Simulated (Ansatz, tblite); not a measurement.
# Ge22H28 ring sphere (Ge22H28): rung by rung

One table from this session's results is given with a row withheld; the runs are named, their logs left out.

The runs use Ansatz 0.2.0, Gaussian basis; as each input shows.

The runs, in order: GFN1-xTB, GFN2-xTB, PBE-D4/def2-TZVP, r2SCAN-D4/def2-TZVP, B97M-V/def2-TZVP, PBE-D4/def2-SVP, PBE0-D4/def2-SVP, HF/6-31G, B3LYP-D4/6-31G, MP2/def2-SVP, RPA/def2-SVP.

1 further run of the same task is left out (set aside as unsound or not needed). Runs told in other sessions of the task aren't counted.

### The geometry

The geometry is that of the singlet, from an earlier relaxation (r2SCAN-D4/def2-SVP).

50 atoms, charge 0, spin multiplicity 1.

Bond lengths: Ge1–Ge14 2.430 Å, Ge1–Ge15 2.433 Å, Ge1–H23 1.543 Å, Ge1–H24 1.543 Å, Ge2–Ge15 2.433 Å, Ge2–Ge16 2.430 Å, Ge2–H25 1.543 Å, Ge2–H26 1.543 Å, Ge3–Ge14 2.430 Å, Ge3–Ge17 2.430 Å, Ge3–H27 1.543 Å, Ge3–H28 1.543 Å, Ge4–Ge14 2.430 Å, Ge4–Ge18 2.433 Å, Ge4–H29 1.543 Å, Ge4–H30 1.543 Å, Ge5–Ge15 2.440 Å, Ge5–Ge18 2.440 Å and more. Angles: Ge14–Ge1–Ge15 110.1°, Ge14–Ge1–H23 110.1°, Ge14–Ge1–H24 110.0°, Ge15–Ge1–H23 109.3°, Ge15–Ge1–H24 109.2°, H23–Ge1–H24 108.0°, Ge15–Ge2–Ge16 110.1°, Ge15–Ge2–H25 109.2°, Ge15–Ge2–H26 109.3°, Ge16–Ge2–H25 110.0°, Ge16–Ge2–H26 110.1°, H25–Ge2–H26 108.0°, Ge14–Ge3–Ge17 109.5°, Ge14–Ge3–H27 109.9°, Ge14–Ge3–H28 109.9°, Ge17–Ge3–H27 109.6°, Ge17–Ge3–H28 109.6°, H27–Ge3–H28 108.3° and more.

PBE0-D4/def2-TZVP was run before; its log isn't repeated, and its numbers join the tables.

The first run:

Tight binding, by tblite at 300 K electronic temperature and without a spin-polarisation term:

```python
tblite.interface.Calculator('GFN1-xTB', numbers, positions, charge=0, uhf=0).singlepoint()
```

Tight binding, by tblite at 300 K electronic temperature and without a spin-polarisation term:

```python
tblite.interface.Calculator('GFN2-xTB', numbers, positions, charge=0, uhf=0).singlepoint()
```

start.molden holds the orbitals of an earlier run on this state, given as this run's starting guess.

File in.yaml:

```yaml
crystal:
  periodic: [false, false, false]
  atoms:
    - {symbol: Ge, position_ang: [-3.733052, -0.933469, -1.890890]}
    - {symbol: Ge, position_ang: [-3.731646, 1.893629, 0.934780]}
    - {symbol: Ge, position_ang: [-0.932411, -0.932126, -4.702588]}
    - {symbol: Ge, position_ang: [-0.938355, -3.732459, -1.888039]}
    - {symbol: Ge, position_ang: [-0.913176, -0.912694, 0.915276]}
    - {symbol: Ge, position_ang: [1.889338, -3.733681, 0.935374]}
    - {symbol: Ge, position_ang: [1.879837, -0.919159, -1.880691]}
    - {symbol: Ge, position_ang: [1.892438, -0.934276, 3.732241]}
    - {symbol: Ge, position_ang: [-0.917643, 1.879654, -1.880494]}
    - {symbol: Ge, position_ang: [-0.928508, 4.703576, 0.929408]}
    - {symbol: Ge, position_ang: [1.882742, 1.880654, 0.915628]}
    - {symbol: Ge, position_ang: [-0.932866, 1.892889, 3.731832]}
    - {symbol: Ge, position_ang: [4.702644, -0.933951, 0.930891]}
    - {symbol: Ge, position_ang: [-2.336500, -2.335277, -3.300775]}
    - {symbol: Ge, position_ang: [-2.345042, 0.483702, -0.482283]}
    - {symbol: Ge, position_ang: [-2.332765, 3.303518, 2.334165]}
    - {symbol: Ge, position_ang: [0.470690, 0.469979, -3.298557]}
    - {symbol: Ge, position_ang: [0.482373, -2.345075, -0.482573]}
    - {symbol: Ge, position_ang: [0.485801, 0.485195, 2.344624]}
    - {symbol: Ge, position_ang: [3.300882, -2.336969, 2.335151]}
    - {symbol: Ge, position_ang: [3.299470, 0.469052, -0.472297]}
    - {symbol: Ge, position_ang: [0.472699, 3.298062, -0.473136]}
    - {symbol: H, position_ang: [-4.647898, -0.047296, -2.762352]}
    - {symbol: H, position_ang: [-4.631254, -1.813895, -0.997283]}
    - {symbol: H, position_ang: [-4.629005, 1.000667, 1.816712]}
    - {symbol: H, position_ang: [-4.647274, 2.764933, 0.049268]}
    - {symbol: H, position_ang: [-1.812957, -0.043722, -5.605603]}
    - {symbol: H, position_ang: [-0.045489, -1.812149, -5.607541]}
    - {symbol: H, position_ang: [-1.821709, -4.624392, -0.990994]}
    - {symbol: H, position_ang: [-0.055831, -4.653479, -2.756627]}
    - {symbol: H, position_ang: [-1.806385, -1.805896, 1.810924]}
    - {symbol: H, position_ang: [0.993967, -4.629002, 1.816939]}
    - {symbol: H, position_ang: [2.759407, -4.651322, 0.050765]}
    - {symbol: H, position_ang: [2.767067, -1.824828, -2.769233]}
    - {symbol: H, position_ang: [0.996361, -1.813685, 4.628984]}
    - {symbol: H, position_ang: [2.765096, -0.050840, 4.648589]}
    - {symbol: H, position_ang: [-1.822433, 2.767863, -2.769020]}
    - {symbol: H, position_ang: [-1.808492, 5.607590, 0.041460]}
    - {symbol: H, position_ang: [-0.040130, 5.607506, 1.809029]}
    - {symbol: H, position_ang: [2.771909, 2.769639, 1.818975]}
    - {symbol: H, position_ang: [-1.814613, 0.997351, 4.626831]}
    - {symbol: H, position_ang: [-0.049554, 2.763918, 4.649819]}
    - {symbol: H, position_ang: [5.606513, -1.814349, 0.043215]}
    - {symbol: H, position_ang: [5.606721, -0.046306, 1.811135]}
    - {symbol: H, position_ang: [-3.232972, -3.231079, -4.187018]}
    - {symbol: H, position_ang: [-3.227753, 4.190927, 3.230281]}
    - {symbol: H, position_ang: [1.371304, 1.370678, -4.176567]}
    - {symbol: H, position_ang: [4.187366, -3.233032, 3.231123]}
    - {symbol: H, position_ang: [4.178414, 1.368205, -1.373529]}
    - {symbol: H, position_ang: [1.372642, 4.175220, -1.375327]}
basis:
  gaussian: {orbitals: def2-TZVP, fitting: {mean_field: def2-universal-jkfit}, initial_orbitals: start.molden}
hamiltonian: {xc: pbe, dispersion: d4}
scf: {omitted_lower_state_checks: [starts]}
output: {orbitals: {seedname: orbitals}}
```

Launch:

```
> ansatz run in.yaml --threads 11 --pin off --events-out ev --progress --plain --max-ram 174080MiB --backend cuda --devices 0, --max-vram 75GiB
```

Among the steps run: PBE-D4/def2-TZVP; r2SCAN-D4/def2-TZVP; B97M-V/def2-TZVP; PBE-D4/def2-SVP; PBE0-D4/def2-SVP; HF/6-31G; B3LYP-D4/6-31G; MP2/def2-SVP; RPA/def2-SVP.

One table of the session follows, with a row left open; its other results are not shown here.

It belongs to the step «Binding energy». 

```
              level  binding an atom (eV)
           HF/6-31G                 1.913
        HF/def2-SVP                     ?
    PBE-D4/def2-SVP                 2.953
   PBE-D4/def2-TZVP                 2.953
r2SCAN-D4/def2-TZVP                 2.993
   B97M-V/def2-TZVP                 2.992
     B3LYP-D4/6-31G                 2.874
   PBE0-D4/def2-SVP                 2.958
  PBE0-D4/def2-TZVP                 2.958
       MP2/def2-SVP                 2.778
```

Q: Estimate the row for HF/def2-SVP from the others.

**Answer.** binding an atom (eV): 2.057. In the column «binding an atom (eV)» it lies between HF/6-31G (1.913) and MP2/def2-SVP (2.778).

Caveats from the session: Free atoms were run apart at each level; binding is atoms less cluster, divided by the number of atoms, without zero-point or spin-orbit terms.
